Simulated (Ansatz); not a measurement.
## C2H7BOS, SMILES COBSC: a geometry optimisation, step by step

Program: the Python package of Ansatz (0.2.0).

Notebook, run cell by cell (the value of a cell's last expression is shown):

**Cell 1**
```python
import ansatz as az
import numpy as np
```

**Cell 2**
```python
BASIS_SET = "def2-SVP"
XC = "B3LYP"
```

**Cell 3**
```python
geometry_ang = [
    ("C", [-2.1839, 0.6278, -0.1655]),
    ("O", [-1.0949, 0.2712, 0.6517]),
    ("B", [0.1454, 0.7228, 0.0002]),
    ("S", [1.0883, -0.4388, -1.1506]),
    ("C", [2.0876, -1.1642, 0.1859]),
    ("H", [-2.2606, 1.733, -0.29]),
    ("H", [-3.1176, 0.2899, 0.3295]),
    ("H", [-2.1373, 0.1208, -1.1573]),
    ("H", [0.5752, 1.7992, 0.2295]),
    ("H", [1.4308, -1.6591, 0.9322]),
    ("H", [2.7703, -1.924, -0.2467]),
    ("H", [2.6966, -0.3786, 0.681]),
]
molecule = az.Crystal.molecule()
for symbol, xyz in geometry_ang:
    molecule = molecule.atom(symbol, xyz)
```

**Cell 4**
```python
calculation = molecule.calculation().basis(gaussian=BASIS_SET).functional(XC)
symbols = [site.symbol for site in molecule.cartesian_sites]
start = np.array([site.position_ang for site in molecule.cartesian_sites], dtype=float)
rep = calculation.relax(force_tolerance=0.005).run().report
end = np.array(rep["positions_ang"])
```

**Cell 5**
```python
print(f"E = {rep['free_energy_ev']:.6f} eV = {rep['free_energy_ev'] / 27.211386246:.7f} Ha")
print("converged:", rep["converged"], " doubts:", rep["published_state_doubts"] or "none")

print("final positions (A) and the move of each atom")
for symbol, xyz, old in zip(symbols, end, start):
    print(f"{symbol:2s} {xyz[0]:10.5f} {xyz[1]:10.5f} {xyz[2]:10.5f}   {np.linalg.norm(xyz - old):7.4f}")
```
Output:
```text
E = -15742.191476 eV = -578.5148663 Ha
converged: True  doubts: none
final positions (A) and the move of each atom
C    -2.25717    0.72737   -0.36562    0.2352
O    -1.28145    1.04788    0.60927    0.7999
B    -0.04150    0.51608    0.63737    0.6955
S     0.51122   -0.69123   -0.60367    0.8342
C     2.22539   -1.04033   -0.05310    0.3024
H    -1.90921    0.99001   -1.37955    1.3648
H    -3.16832    1.30067   -0.14182    1.1164
H    -2.49865   -0.34943   -0.34929    1.0023
H     0.70342    0.86727    1.51959    1.5966
H     2.23045   -1.49462    0.94683    0.8165
H     2.65596   -1.75033   -0.77202    0.5650
H     2.82974   -0.12335   -0.04808    0.7839
```

Reading the output:
- The settings weren't tested for convergence.
- The end point is the stationary point reached from this start; no frequency run checks that it is a minimum, and the basis set is modest.
- b3lyp holds the VWN-RPA fit, as in Gaussian; the form of ORCA and Turbomole is b3lyp5.
- Hardware and time: 3.5 min on 1 thread of Intel(R) Xeon(R) Platinum 8375C CPU @ 2.90GHz (Ice Lake), with other jobs on the host, peak memory 0.31 GiB.

(Lines on the test bed's own set-up are left out of the output.)
